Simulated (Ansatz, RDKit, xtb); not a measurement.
# Isomers of C3H6O2Se, a sample narrowed down

Which of a sample of isomers of C3H6O2Se is the most stable in the gas at 298.15 K, and what are its properties? The sample is small against all isomers, and the most stable one of this formula need not be in it.

The funnel: GFN2-xTB relaxations, single points with a density functional, relaxations at PBE0-D3(BJ)/def2-SVP, harmonic vibrations (at GFN2-xTB), and a last energy at a higher level. All values are calculated.

### Step 1. Possible bonding patterns

Isomers were taken from a list of plausible structures; this is a sample, not all of them. That gives 4 candidates.

```tsv
label	SMILES	spin
c435	C[C@H]([SeH])C(=O)O	singlet
c662	C[Se@](=O)CC=O	singlet
c724	C[Se]COC=O	singlet
c982	COC(=O)C[SeH]	singlet
```

Candidates are built by distance geometry, with a force field where one applies, in up to four conformers (letters a to d).

**Question.** With final energies at CCSD(T)/def2-SVP + MP2/def2-TZVPP - MP2/def2-SVP, which structure will this search put lowest in free energy, and by what margin?

| quantity | value |
| --- | --- |
| lowest structure found | C[C@H]([SeH])C(=O)O, singlet |
| next finalist | COC(=O)C[SeH], singlet, 10.8 kcal/mol higher in G |
| share at equilibrium, among the finalists | 100.0 % |

The search ends on `C[C@H]([SeH])C(=O)O`. Among the finalists first place is clear (10.8 kcal/mol); structures outside the list aren't covered. GFN2-xTB, r2SCAN-D4/def2-SVP, PBE0-D3(BJ)/def2-SVP, HF/def2-SVP and MP2/def2-SVP already put its bonding pattern lowest among the structures in one piece; HF/STO-3G favours the singlet C[Se]COC=O. One minimum inside the window was never screened. The search is not exhaustive (a finite list of starts, one conformer a finalist), so a lower isomer can't be ruled out. Only 4 drawn patterns were tried, so whole families of isomers are missing, and the result ranks this sample alone.
